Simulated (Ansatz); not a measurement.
**Relaxation of LuAl6**

Wanted: the geometry at rest of LuAl6 (a borrowed structure type, volume estimated), relaxing cell and atoms, and its electronic structure there.

Method: DFT, PBE, no spin polarisation, plane waves, PAW, in Ansatz 0.2.0.

## (1) The structure

Symmetry: Pm-3m, No. 221, cubic system. The conventional cell has a = 4.717 Å, b = 4.717 Å, c = 4.717 Å, α = 90.00°, β = 90.00°, γ = 90.00°. Around Al (site symmetry 4mm) lie 5 Al at 1.86 to 2.02 Å. Lu (site symmetry m-3m) has 24 Al at 3.46 Å as nearest neighbours.

In its conventional cell, by symmetry (the run takes the cell typed in the input):

```cif
data_structure
_symmetry_space_group_name_H-M 'Pm-3m'
_symmetry_Int_Tables_number 221
_cell_length_a 4.7168
_cell_length_b 4.7168
_cell_length_c 4.7168
_cell_angle_alpha 90.000
_cell_angle_beta 90.000
_cell_angle_gamma 90.000
_cell_volume 104.94
loop_
_atom_site_label
_atom_site_type_symbol
_atom_site_symmetry_multiplicity
_atom_site_Wyckoff_symbol
_atom_site_fract_x
_atom_site_fract_y
_atom_site_fract_z
_atom_site_occupancy
Al1 Al 6 f 0.19700 0.50000 0.50000 1
Lu1 Lu 1 a 0.00000 0.00000 0.00000 1
```

The first density is read from a saved solution for the starting cell.

## (2) The relaxation

Contents of input.yaml:

```yaml
crystal:
  lattice:
    - [4.716829, 0.0, 0.0]
    - [0.0, 4.716829, 0.0]
    - [0.0, 0.0, 4.716829]
  atoms:
    - { symbol: Al, position: [0.197, 0.5, 0.5] }
    - { symbol: Al, position: [0.5, 0.197, 0.5] }
    - { symbol: Al, position: [0.803, 0.5, 0.5] }
    - { symbol: Al, position: [0.5, 0.803, 0.5] }
    - { symbol: Al, position: [0.5, 0.5, 0.197] }
    - { symbol: Al, position: [0.5, 0.5, 0.803] }
    - { symbol: Lu, position: [0.0, 0.0, 0.0] }
  symmetry: { tolerance: 0.0003 }
kpoints:
  mp_grid: { grid: [7, 7, 7], shift: [0, 0, 0] }
magnetization:
  spin_polarized: false
scf:
  occupations: { method: fermi_dirac, width: 0.0515 }
  lower_state_search: "off"
hamiltonian:
  pseudopotentials: { kind: paw }
  xc: pbe
basis:
  ecutwfc: 420
  fft_grid_basis: typed
relax:
  max_steps: 60
  cell: { p_target: 0.0 }
  f_tol: 0.03
output:
  forces: true
  stress: true
  eigenvalues: true
  bader: true
  populations: true
  elf: true
  write_potential: true
  volumetric_format: npy
  dos:
    e_range: [-12, 8]
    de: 0.05
    projected: { site_lists: { Al: [Al], Lu: [Lu] } }
  write_density: true
checkpoint:
  read: saved_state
```

The run is started by

```sh
$ ansatz run input.yaml --threads 2 --pin off --max-ram 2560MiB --backend cpu --events-out ev --progress --plain --runs-dir out
```

What does the calculation give? Wanted: moves; energy gained; largest move; cell; volume; pressure at the end; character; Bader charges; density maxima off the nuclei.

The runs gave:

```
                                                 quantity                                                                      value
                                                    moves                                                                         10
                                            energy gained                                                            3363.7 meV/atom
                                             largest move                                                                0.01 Å (Al)
                     space group (0.01 Å), before / after                                                              Pm-3m / Pm-3m
                                                     cell  a = 6.148 Å, b = 6.148 Å, c = 6.148 Å, α = 90.00°, β = 90.00°, γ = 90.00°
                                                   volume                                                   33.19 Å³/atom (+121.4 %)
                                      pressure at the end                                                                  -0.02 GPa
           formation energy (elements from separate runs)                                                               0.75 eV/atom
                                                character                                                                      metal
density of states, mean within 0.25 eV of the Fermi level                                                        4.1 per eV per cell
                                            Bader charges                                                       Al +0.24, Lu +0.81 e
                            density maxima off the nuclei                                                                          3
```

**Reading.** The volume grew by 121.4 %, and the largest move of an atom is 0.01 Å apart from the change of the cell; the energy fell by 3363.7 meV per atom. With 48 symmetry operations imposed, the end may be a saddle point towards distortions that break them. It is a metal; within 0.25 eV of the Fermi level the density of states averages 4.1 per eV per cell, mostly Al p (52 %), Lu s (27 %) and Lu d (16 %). Lu loses most charge (+0.81 e on average) and Al gains most (+0.24 e). Against the elements' reference phases (Al fcc, Lu hcp; separate runs with the same functional) the formation energy is 0.75 eV per atom, so at this geometry it is not bound against them.
